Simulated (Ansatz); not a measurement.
# Si2H6S: geometry optimisation

The task: find the minimum of Si2H6S nearest to the start.

Program: Ansatz 0.2.0. Level of theory: RKS r2SCAN-D4/def2-SVP. These are calculated values, not measurements.

1 further run of the same task is left out (set aside as unsound or not needed).

## (1) The starting structure

SMILES `[SiH3][SiH2]S`, 9 atoms, charge 0, spin multiplicity 1.

Atoms are counted from 1 here; the program's logs count them from 0.

Bond lengths: Si1–Si2 2.351 Å, Si1–H4 1.504 Å, Si1–H5 1.506 Å, Si1–H6 1.504 Å, Si2–S3 2.168 Å, Si2–H7 1.508 Å, Si2–H8 1.508 Å, S3–H9 1.365 Å. Angles: Si2–Si1–H4 110.1°, Si2–Si1–H5 109.4°, Si2–Si1–H6 110.0°, H4–Si1–H5 109.0°, H4–Si1–H6 109.3°, H5–Si1–H6 109.0°, Si1–Si2–S3 105.6°, Si1–Si2–H7 110.3°, Si1–Si2–H8 110.2°, S3–Si2–H7 111.7°, S3–Si2–H8 111.6°, H7–Si2–H8 107.5°, Si2–S3–H9 95.3°.

Geometry (Å):

```
Si   -0.2054    1.2064   -0.9521
Si    0.4303   -0.7265    0.2252
S    -0.9311   -0.8569    1.9072
H    -1.6320    1.0840   -1.4138
H     0.6866    1.3755   -2.1534
H    -0.0716    2.4162   -0.0679
H     0.3310   -1.9380   -0.6668
H     1.8637   -0.6132    0.6789
H    -0.3831   -1.9940    2.4255
```

## (2) Relaxation

Input file input.yaml:

```yaml
crystal:
  periodic: [false, false, false]
  atoms:
    - { symbol: Si, position_ang: [-0.205443, 1.206406, -0.952076] }
    - { symbol: Si, position_ang: [0.430341, -0.726513, 0.225228] }
    - { symbol: S, position_ang: [-0.931149, -0.85685, 1.907195] }
    - { symbol: H, position_ang: [-1.631982, 1.084039, -1.413815] }
    - { symbol: H, position_ang: [0.686587, 1.375456, -2.153382] }
    - { symbol: H, position_ang: [-0.071617, 2.416182, -0.067914] }
    - { symbol: H, position_ang: [0.331024, -1.937973, -0.666772] }
    - { symbol: H, position_ang: [1.8637, -0.613167, 0.678852] }
    - { symbol: H, position_ang: [-0.383062, -1.99398, 2.425484] }
basis:
  gaussian: { orbitals: def2-SVP }
hamiltonian:
  xc: r2scan
  dispersion: d4
output:
  forces: true
relax:
  f_tol: 0.003
  max_steps: 120
```

Run with:

```sh
> ansatz run input.yaml --threads 1 --pin off --max-ram 2560MiB --backend cpu --events-out ev --progress --plain --runs-dir out
```

Before running it: what results should come out? Wanted: energy gained; root mean square move; dipole moment.

The runs gave:

| quantity | value |
| --- | --- |
| energy gained | 0.0080 eV |
| root mean square move | 0.012 Å |
| dipole moment | 1.10 D |

Bond lengths: Si1–Si2 2.344 Å, Si1–H4 1.494 Å, Si1–H5 1.495 Å, Si1–H6 1.494 Å, Si2–S3 2.159 Å, Si2–H7 1.496 Å, Si2–H8 1.496 Å, S3–H9 1.353 Å. Angles: Si2–Si1–H4 109.9°, Si2–Si1–H5 109.5°, Si2–Si1–H6 109.9°, H4–Si1–H5 109.1°, H4–Si1–H6 109.2°, H5–Si1–H6 109.1°, Si1–Si2–S3 105.5°, Si1–Si2–H7 110.5°, Si1–Si2–H8 110.5°, S3–Si2–H7 111.4°, S3–Si2–H8 111.4°, H7–Si2–H8 107.6°, Si2–S3–H9 95.6°. No frequencies were computed here.
